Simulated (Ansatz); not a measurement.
# Platinum, dhcp under BLYP: ground state and equation of state

What does BLYP give for platinum in the dhcp structure? We relax it, solve it on a dense k-mesh, then scale the cell to 7 volumes from 88 to 112 % of the relaxed one and try a fit of the equation of state. Spin polarisation is left out. The k-meshes are 13×13×4 for the relaxation; 17×17×5 for the dense run; 14×14×4 for the volumes.

Program: Ansatz 0.2.0. Level of theory: DFT BLYP, plane waves (420 eV) with PAW, scalar-relativistic; the PAW data stem from PBE, with regenerated cores. These are calculated values, not measurements.

### 1 Starting point

The structure is hexagonal, space group P6_3/mmc (No. 194). Conventional cell: a = 2.774 Å, b = 2.774 Å, c = 9.060 Å, α = 90.00°, β = 90.00°, γ = 120.00°. Around Pt (site symmetry -3m) lie 12 Pt at 2.77 Å. Pt (site symmetry -6m2) has 12 Pt at 2.77 Å as nearest neighbours.

Coordinates:

```
CELL_PARAMETERS angstrom
2.77405 0.00000 0.00000
-1.38702 2.40239 0.00000
0.00000 0.00000 9.06004
ATOMIC_POSITIONS crystal
Pt 0.00000 0.00000 0.00000
Pt 0.00000 0.00000 0.50000
Pt 0.33333 0.66667 0.25000
Pt 0.66667 0.33333 0.75000
```

### 2 Relaxation of the cell

Contents of input.yaml:

```yaml
crystal:
  lattice:
    - [2.7740467412, 0.0, 0.0]
    - [-1.3870233706, 2.4023949491, 0.0]
    - [0.0, 0.0, 9.0600366567]
  atoms:
    - { symbol: Pt, position: [0.0, 0.0, 0.0] }
    - { symbol: Pt, position: [0.0, 0.0, 0.5] }
    - { symbol: Pt, position: [0.3333333333, 0.6666666667, 0.25] }
    - { symbol: Pt, position: [0.6666666667, 0.3333333333, 0.75] }
hamiltonian:
  xc: blyp
  pseudopotentials:
    kind: paw
    azcp:
      Pt: "pseudopotentials/Pt.paw.azcp"
basis:
  ecutwfc: 420
  fft_grid_basis: typed
kpoints:
  mp_grid: { grid: [13, 13, 4], shift: [0, 0, 0] }
magnetization:
  spin_polarized: false
scf:
  occupations: { method: fermi_dirac, width: 0.1 }
relax:
  max_steps: 60
  f_tol: 0.01
  cell: {}
```

The runs that follow: Single point on a dense mesh; At 88 % of the relaxed volume; At 92 % of the relaxed volume; At 96 % of the relaxed volume; At 100 % of the relaxed volume; At 104 % of the relaxed volume; At 108 % of the relaxed volume; At 112 % of the relaxed volume.

What does the calculation give? Wanted: space group; conventional cell; volume; shortest distance; gap on the mesh; relative to fcc; V₀, B₀, B₀′.

**Answer**, as computed:

| quantity | value |
| --- | --- |
| space group (spins left aside) | P6_3/mmc (No. 194) |
| conventional cell | a = 2.842 Å, c = 9.560 Å (c/a = 3.364) |
| volume | 16.714 Å³/atom |
| shortest distance | 2.842 Å |
| gap on the mesh | none (levels filled in part) |
| relative to fcc | +26 meV/atom |
| V₀, B₀, B₀′ | 16.675 Å³/atom, 197 GPa, 5.6 |

In words: The relaxation enlarged the cell by 10.7 % in volume. Against the reference form of platinum (fcc, computed apart with the same settings) it stands 26 meV/atom higher. Levels at the Fermi energy are filled in part, as in a metal. B₀ comes out at 197 GPa; letting shape and positions relax at each volume could only lower it. The symmetry was held, so the structure may be unstable against distortions that break it.
